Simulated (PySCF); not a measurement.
# TiH₂: a ladder of methods

Aim: at the PBE0 minimum of triplet TiH₂, found before, compare methods on energies and levels.

Computed with PySCF 2.14.0. Level: several methods, basis Ti def2-TZVP, H def2-TZVP, no relativity, density fitting.

**1. The starting structure**

3 atoms, charge 0, spin multiplicity 3.

Bond lengths: Ti1–H2 1.757 Å, Ti1–H3 1.757 Å. Angles: H2–Ti1–H3 122.2°.

Coordinates in bohr (charge 0 multiplicity 3):
```
Ti   -0.0096   -0.0640    0.0000
H     0.2292    1.5222    2.9072
H     0.2292    1.5222   -2.9072
```

**2. CCSD(T)**

One driver script runs all steps and calls PySCF; scf.py shows the equivalent input of each level. Each SCF starts from the density of the minimum. The driver also runs the species with one electron less or more at the same geometry (one less: multiplicity 2, one more: multiplicity 4); their logs are not shown.

The input, scf.py:

```python
from pyscf import gto, scf, dft
mol = gto.M(atom='''
Ti    -0.005099    -0.033863     0.000000
H      0.121290     0.805525     1.538422
H      0.121290     0.805525    -1.538422''',
    basis={'Ti': 'def2-TZVP', 'H': 'def2-TZVP'},
    charge=0, spin=2)
mf = scf.UHF(mol)
aux = {'Ti': 'def2-universal-JKFIT', 'H': 'def2-universal-JKFIT'}
mf = mf.density_fit(auxbasis=aux)
mf.conv_tol = 1e-08
mf.diis_space = 10
mf.max_cycle = 60
mf.verbose = 4
mf.kernel()
from pyscf import cc
mycc = cc.CCSD(mf, frozen=5).run()
mycc.ccsd_t()
```

Started as:

```console
$ OMP_NUM_THREADS=4 python axn.py task.json out
```

**3. HF**

scf.py, as its differences from that of step 2:

```diff
@@ -16,3 +15,0 @@
-from pyscf import cc
-mycc = cc.CCSD(mf, frozen=5).run()
-mycc.ccsd_t()
```

**4. PBE0**

scf.py, as its differences from that of step 3:

```diff
@@ -8 +8,2 @@
-mf = scf.UHF(mol)
+mf = dft.UKS(mol, xc='PBE0')
+mf.grids.atom_grid = (75, 302)
```

**5. PBE**

scf.py, as its differences from that of step 4:

```diff
@@ -8 +8 @@
-mf = dft.UKS(mol, xc='PBE0')
+mf = dft.UKS(mol, xc='PBE')
```

**6. B3LYP**

scf.py, as its differences from that of step 5:

```diff
@@ -8 +8 @@
-mf = dft.UKS(mol, xc='PBE')
+mf = dft.UKS(mol, xc='B3LYP')
```

(Steps that only read results are left out.)

What does the calculation give? Wanted: atomisation energy, CCSD(T) in this basis; vertical ionisation energy, CCSD(T); vertical electron affinity; orbital gap, range; T1, D1; T1, D1 of the cation; T1, D1 of the anion.

The runs gave:

```
                                 quantity                       value
atomisation energy, CCSD(T) in this basis                  460 kJ/mol
      vertical ionisation energy, CCSD(T)                     7.46 eV
               vertical electron affinity      negative in this basis
                       orbital gap, range  0.79 (PBE) to 9.92 (HF) eV
                                   T1, D1                0.035, 0.125
                     T1, D1 of the cation                0.043, 0.181
                      T1, D1 of the anion                0.046, 0.207
```

In atomisation energy the functionals lie from +54 kJ/mol (PBE0) to +90 kJ/mol (PBE) against CCSD(T). In a basis of this size CCSD(T) binds too weakly, often by tens of kJ/mol, while functionals are nearer their limits, so this ranks no functional. HF lacks the correlation that pairing electrons in bonds brings, so it binds too weakly, by 127 kJ/mol even against this CCSD(T). For the vertical ionisation energy, HF comes nearest to CCSD(T) (+0.00 eV) and B3LYP is farthest (+0.27 eV). HF costs 0.8 s against 1.9 min for CCSD(T), a factor of about 140, and lands within 0.00 eV. The vertical electron affinity comes out negative at CCSD(T), so the value hangs on the basis and the levels are not ranked on it; without diffuse functions even a bound anion can come out this way. PBE's −ε(HOMO), 4.3 eV, falls 3.2 eV short of the ionisation energy, while its energy difference gives 7.5 eV. T1 of the anion is large, so the CCSD(T) value that rests on it is in doubt and small misses rank nothing. This is the lowest SCF solution found for this spin; with open d or f shells other occupations or spin states may lie lower.
